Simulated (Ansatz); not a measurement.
# GaP (F-43m): cell relaxations under several functionals, by script

All numbers are computed with the Python package of Ansatz 0.2.0. The levels of theory stand in the script.

## Step 1: Starting point

It takes space group F-43m (No. 216, cubic). Conventional cell: a = 5.451 Å, b = 5.451 Å, c = 5.451 Å, α = 90.00°, β = 90.00°, γ = 90.00°. Ga (site symmetry -43m) has 4 P at 2.36 Å as nearest neighbours. P (site symmetry -43m) has 4 Ga at 2.36 Å as nearest neighbours.

Input file POSCAR:

```text
GaP
1.0
   0.00000000    2.72525000    2.72525000
   2.72525000    0.00000000    2.72525000
   2.72525000    2.72525000    0.00000000
Ga P
1 1
Direct
   0.00000000    0.00000000    0.00000000
   0.25000000    0.25000000    0.25000000
```

## Step 2: Script

Contents of gap_lattice.py:

```python
'''Relaxed cell of GaP under several functionals.'''

import ansatz as az
from ase.io import read
import numpy as np

def edges_and_angles(cell):
    cell = np.asarray(cell)
    a, b, c = np.linalg.norm(cell, axis=1)
    cosines = cell[1] @ cell[2] / (b * c), cell[0] @ cell[2] / (a * c), cell[0] @ cell[1] / (a * b)
    return (a, b, c, *np.degrees(np.arccos(cosines)))

atoms = read('POSCAR', format='vasp')
gap = az.Crystal.from_ase(atoms)

setup = (
    gap.calculation()
    .eigensolver('davidson', mixed_precision=False)
    .occupations('Fixed')
    .scf(tolerance=1e-06, max_iterations=150, lower_state_search='light')
    .kpoints(6, center='gamma')
    .relax(cell=True)
)

levels = [('revpbe', 'd3bj'), ('pbe', 'none'), ('pbe', 'd3bj'), ('r2scan', 'rvv10')]
print('level            a       b       c    alpha   beta  gamma  V/atom  steps')
for name, dispersion in levels:
    seen = []
    run = setup.functional(name, dispersion=dispersion).session().plan()
    res = run.execute(on_event=lambda e: seen.append(e) if e['event'] == 'relax_step' else None)
    cell = res.lattice.cell_ang
    label = name if dispersion == 'none' else f'{name}+{dispersion}'
    print('{:13s} {:7.4f} {:7.4f} {:7.4f} {:6.2f} {:6.2f} {:6.2f}'.format(label, *edges_and_angles(cell)), f'{abs(np.linalg.det(cell)) / len(res.lattice.sites):7.3f} {len(seen):5d}')
```

## Step 3: What the engine is handed

The package turns the script's settings into the engine's input (first run):

```yaml
crystal:
  lattice:
    - [0.0, 2.72525, 2.72525]
    - [2.72525, 0.0, 2.72525]
    - [2.72525, 2.72525, 0.0]
  atoms:
    - { symbol: Ga, position: [0.0, 0.0, 0.0] }
    - { symbol: P, position: [0.25, 0.25, 0.25] }
kpoints:
  mp_grid:
    grid: [6, 6, 6]
    shift: [0.0, 0.0, 0.0]
hamiltonian:
  xc: revpbe
  dispersion: d3bj
scf:
  max_iter: 150
  convergence:
    dr2_threshold: 1.0e-06
  lower_state_search: light
  occupations:
    method: fixed
  eigensolver:
    kind: davidson
    mixed_precision: false
relax:
  cell: {}
```

## Step 4: The run

Run with:

```
$ python gap_lattice.py
```

**Question.** How long does this script take on 1 thread of Intel Xeon Platinum 8259CL at 2.50GHz (Skylake/Cascade Lake), shared host, and how much memory does it need?

About 31 s, with a peak of 0.62 GiB.
